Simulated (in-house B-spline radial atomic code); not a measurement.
**In¹⁵⁺: excited configurations**

Aim: the energies of several excited configurations of In¹⁵⁺ above a reference configuration, each from its own self-consistent run.

Method: Dirac-Hartree-Fock, average of configuration, Fermi nucleus, basis-set limit. Code: in-house B-spline radial atomic code version 1.

### 1 The atom as given

| Quantity | Value |
| --- | --- |
| element | indium (Z = 49) |
| charge | +15 |
| electrons | 34 |
| configuration | [Ar] 3d10 4s2 4p4 |
| Hamiltonian | Dirac-Coulomb |
| nucleus | Fermi, rms radius 4.616 fm |

Outer shells as boxes (Hund's rule):

[Ar] 3d10 4s2 4p4
```
[Ar] core
3d [↑↓][↑↓][↑↓][↑↓][↑↓]
4s [↑↓]
4p [↑↓][↑ ][↑ ]
```

The boxes draw the filling by Hund's rule, which heavy ions in jj coupling don't follow; these runs average over all states of the configuration.

Settings, as recorded:

```ini
Z = 49
electrons = 34.0
configuration = [Ar] 3d10 4s2 4p4
hamiltonian = dirac
method = hf
spin_polarised = False
nucleus = fermi
rms_radius = 4.6156
mass_number = 115
atomic_mass = 114.903878772
speed_of_light = 137.035999084
```

From the earlier run of the reference: total energy -5798.507648 hartree. Levels, eight at most:

```
orbital  occupation  energy (eV)  <r> (bohr)
  3s1/2           2     -1208.63      0.3440
  3p1/2           2     -1085.56      0.3357
  3p3/2           4     -1045.49      0.3461
  3d3/2           4      -831.35      0.3174
  3d5/2           6      -823.21      0.3207
  4s1/2           2      -450.94      0.7724
  4p1/2     1.33333      -406.02      0.7933
  4p3/2     2.66667      -396.83      0.8107
```

### 2 Configuration [Ne] 3s2 3p5 3d10 4s2 4p4 4d1

Settings, as recorded:

```ini
Z = 49
electrons = 34.0
configuration = [Ne] 3s2 3p5 3d10 4s2 4p4 4d1
hamiltonian = dirac
method = hf
spin_polarised = False
nucleus = fermi
rms_radius = 4.6156
mass_number = 115
atomic_mass = 114.903878772
speed_of_light = 137.035999084
```

### 3 [Ar] 3d9 4s2 4p4 6f1

Changes to the settings of step 2:

```diff
@@ -2,3 +2,3 @@
 electrons = 34.0
-configuration = [Ne] 3s2 3p5 3d10 4s2 4p4 4d1
+configuration = [Ar] 3d9 4s2 4p4 6f1
 hamiltonian = dirac
```

### 4 [Ar] 3d9 4s2 4p4 8f1

Changes to the settings of step 3:

```diff
@@ -2,3 +2,3 @@
 electrons = 34.0
-configuration = [Ar] 3d9 4s2 4p4 6f1
+configuration = [Ar] 3d9 4s2 4p4 8f1
 hamiltonian = dirac
```

### 5 Run with [Ar] 3d10 4s1 4p4 6g1

Changes to the settings of step 4:

```diff
@@ -2,3 +2,3 @@
 electrons = 34.0
-configuration = [Ar] 3d9 4s2 4p4 8f1
+configuration = [Ar] 3d10 4s1 4p4 6g1
 hamiltonian = dirac
```

### 6 [Ar] 3d10 4s2 4p3 8f1

Changes to the settings of step 5:

```diff
@@ -2,3 +2,3 @@
 electrons = 34.0
-configuration = [Ar] 3d10 4s1 4p4 6g1
+configuration = [Ar] 3d10 4s2 4p3 8f1
 hamiltonian = dirac
```

Before running: How far above the reference does each configuration lie (order and size, in eV)?

As calculated:

| net move | configuration | energy above the reference (eV) | with Breit, QED, recoil (eV) | largest <r> (bohr) |
| --- | --- | --- | --- | --- |
| 4p → 8f | [Ar] 3d10 4s2 4p3 8f1 | 341.34 | 341.10 | 5.24 |
| 4s → 6g | [Ar] 3d10 4s1 4p4 6g1 | 352.05 | 351.66 | 2.68 |
| 3d → 6f | [Ar] 3d9 4s2 4p4 6f1 | 713.81 | 713.53 | 2.69 |
| 3p → 4d | [Ne] 3s2 3p5 3d10 4s2 4p4 4d1 | 720.71 | 719.67 | 0.842 |
| 3d → 8f | [Ar] 3d9 4s2 4p4 8f1 | 761.75 | 761.47 | 5.21 |

Quantum defects of the promoted electron, δ = n − ζ/√(−2ε) with ζ = 16 and ε its orbital energy in hartree:

| promotion | δ |
| --- | --- |
| 4p → 8f | 0.255 |
| 4s → 6g | 0.050 |
| 3d → 6f | 0.278 |
| 3d → 8f | 0.280 |

The lowest of them is 4p → 8f at 341.34 eV and the highest 3d → 8f at 761.75 eV. 3 of them lie more than 2 % above the ionisation threshold that Koopmans' theorem gives (396.83 eV), where such states can decay by emitting an electron. Of those tabulated, the defect is largest for 8f (0.28) and least for 6g (0.05); at this charge much of the defect is relativistic. Two partly filled shells share a symmetry and can mix in the average, which may lower the energy, for: 3p → 4d. These are averages over configurations, without correlation, not spectroscopic levels.
